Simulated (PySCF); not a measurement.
Molecule: FBSClH, in a box.

```
CELL_PARAMETERS angstrom
13.00000 0.00000 0.00000
0.00000 12.00000 0.00000
0.00000 0.00000 11.00000
ATOMIC_POSITIONS crystal
F 0.46233 0.41769 0.58744
B 0.47040 0.50231 0.51157
S 0.58461 0.58581 0.50326
Cl 0.36646 0.53360 0.41654
H 0.63554 0.52894 0.58965
```

Base run:

- Program: PySCF 2.14.0
- Functional: SCAN0
- Potentials or basis: pob-tzvp-rev2 (all-electron)
- k mesh: 1 × 1 × 1
- Occupations: fixed
- Spin: no spin polarisation

Its results: gap between the frontier levels 8.53 eV.

Question: After a change of settings the same cell gave: gap between the frontier levels 5.70 eV. Which change was it?
A. functional from SCAN0 to M06; dispersion from none to D4
B. functional from SCAN0 to revTPSS; dispersion from none to D4
C. functional from SCAN0 to LDA

Answer: C.

SCAN0 gives the wider gap, since exact exchange removes part of the self-interaction.

Caveats: this is a molecule in a periodic box at the Γ point, so its band gap is the HOMO-LUMO gap; the basis of atomic orbitals isn't converged, which shifts pressures, moduli and gaps; this basis is made for solids and lacks diffuse functions, so gaps of a molecule come out too wide by an eV or more.
